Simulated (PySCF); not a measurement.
# SiGeH₆: magnetic properties

Programs: PySCF 2.14.0, with routines of our own; each step states its level. All values are computed. Atoms count from 0.

### Step 1. The starting structure

8 atoms, charge 0, multiplicity 1; geometry from: GFN2-xTB.

### Step 2. Magnetic properties: GIAO BP86/def2-SVP

The job: settings as JSON, then the geometry in Å.

```
{"job": {"kind": "mag", "xc": "BP86", "basis": "def2-SVP"}, "charge": 0, "multiplicity": 1}
Si    -0.003690     0.007840    -1.216370
Ge     0.002810    -0.006310     1.113860
H      0.789800     1.092840     1.766280
H      0.567890    -1.243620     1.748270
H     -1.343130     0.117350     1.766240
H      1.366670    -0.010910    -1.729100
H     -0.671400     1.209080    -1.717810
H     -0.708940    -1.166280    -1.731380
```

Level: GIAO BP86/def2-SVP magnetisability, rotational g tensor and spin-rotation constants, non-relativistic, gas phase.

The run is started by

```bash
OMP_NUM_THREADS=1 python excited_run.py task.json out
```

This one command runs all jobs of the session in turn.

Q: Estimate the wall time and peak memory of this first job on 1 thread of Intel Xeon 6975P-C, shared host.

About 5.2 s, with a peak of 0.43 GiB.
